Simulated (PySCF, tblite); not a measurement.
# C₅H₈BF₃O: geometry, infrared bands and NMR shifts

What infrared bands and NMR shifts should C₅H₈BF₃O (`C[C@@H](F)[C@@](C)(C=O)B(F)F`) show?

Computed with tblite 0.8.0 and PySCF 2.14.0, with density-fitted response routines of our own, on a single molecule in the gas phase. Atoms count from 0, in the outputs and in this text.

## Step 1: Starting geometry

18 atoms, charge 0, multiplicity 1; geometry from: force field or distance geometry start.

Bonds of the start (Å): C0–C1 1.51, C1–F2 1.41, C1–C3 1.49, C3–C4 1.53, C3–C5 1.48, C5–O6 1.24, C3–B7 1.58, B7–F8 1.46, B7–F9 1.46, C0–H10 1.12, C0–H11 1.11, C0–H12 1.11, C1–H13 1.11, C4–H14 1.10, C4–H15 1.11, C4–H16 1.10, C5–H17 1.09.

## Step 2: Geometry optimisation with GFN2-xTB

What the job is given:

```
{"job": {"kind": "relax", "xc": "GFN2-xTB", "basis": "xTB"}, "charge": 0, "multiplicity": 1}
C      1.972400     0.276700     0.286800
C      0.873300    -0.214200    -0.617500
F      1.072800    -1.582200    -0.875100
C     -0.519100     0.081700    -0.170700
C     -0.760900    -0.564600     1.199300
C     -0.808800     1.529400    -0.156800
O      0.059600     2.354900    -0.492700
B     -1.490900    -0.686800    -1.156100
F     -2.877600    -0.262700    -1.324400
F     -1.174200    -2.090500    -1.374500
H      2.920500    -0.101800    -0.167000
H      2.070200     1.379500     0.324200
H      1.955500    -0.118800     1.320100
H      1.005700     0.290400    -1.602100
H     -1.533700    -1.347900     1.114200
H     -1.107500     0.234500     1.886700
H      0.139200    -1.024500     1.636100
H     -1.805300     1.853200     0.157900
```

Command:

```console
> OMP_NUM_THREADS=1 python probes_run.py task.json out
```

The driver reads the jobs from task.json and runs them one after another.

**Question.** This job is followed by: GFN2-xTB harmonic vibrations, gas phase; GIAO PBE0/pcSseg-1 NMR shielding, non-relativistic, gas phase. What will the session give for the following? strongest single infrared mode (GFN2-xTB); zero-point energy (GFN2-xTB); 13C shifts against TMS (PBE0/pcSseg-1); 1H shifts against TMS (PBE0/pcSseg-1, means over atoms taken as alike); 19F shifts against CFCl3 (PBE0/pcSseg-1, means over atoms taken as alike); 17O shifts against H2O (PBE0/pcSseg-1); 11B shifts against BF3·OEt2 (PBE0/pcSseg-1); surface potential, 1st and 99th percentile.

As calculated:

```
                                                                 quantity                              value
                                strongest single infrared mode (GFN2-xTB)              1322 cm⁻¹, 386 km/mol
                                             zero-point energy (GFN2-xTB)                      81.4 kcal/mol
                                   13C shifts against TMS (PBE0/pcSseg-1)  207.0, 94.4, 59.5, 17.1, 10.4 ppm
   1H shifts against TMS (PBE0/pcSseg-1, means over atoms taken as alike)         9.78, 5.84, 1.55, 1.24 ppm
19F shifts against CFCl3 (PBE0/pcSseg-1, means over atoms taken as alike)                  -66.9, -222.0 ppm
                                   17O shifts against H2O (PBE0/pcSseg-1)                          708.7 ppm
                              11B shifts against BF3·OEt2 (PBE0/pcSseg-1)                           24.6 ppm
                                    surface potential, 1st and 99th percentile                 -1.22 V and 1.88 V
```

**Reading.** Relaxing lowered the energy by 1.479 eV in 132 steps; the close pair that moved most is B7–F9, from 1.455 to 1.308 Å. All 48 modes are real, so the xTB geometry is a minimum. The strongest single mode, at 1322 cm⁻¹, moves mainly B7. GFN2-xTB is a fitted tight-binding method: band positions and strengths are rough. Its intensities can rank the bands wrongly. The most deshielded carbon is C5 (aldehyde carbonyl carbon), at 207.0 ppm: the double bond to the heteroatom, with no lone-pair donor beside it, deshields it most. The most deshielded hydrogen is H17 (hydrogen on an aldehyde carbonyl carbon), at 9.78 ppm: the formyl region, downfield of aromatic protons. At PBE0/pcSseg-1: Shielding is most anisotropic at O6 (span 1413 ppm, paramagnetic term -773 ppm). By nearest atom (PBE0/pcSseg-1), the HOMO sits on O6 58 %; H17 14 % and the LUMO on C5 31 %; O6 25 %.
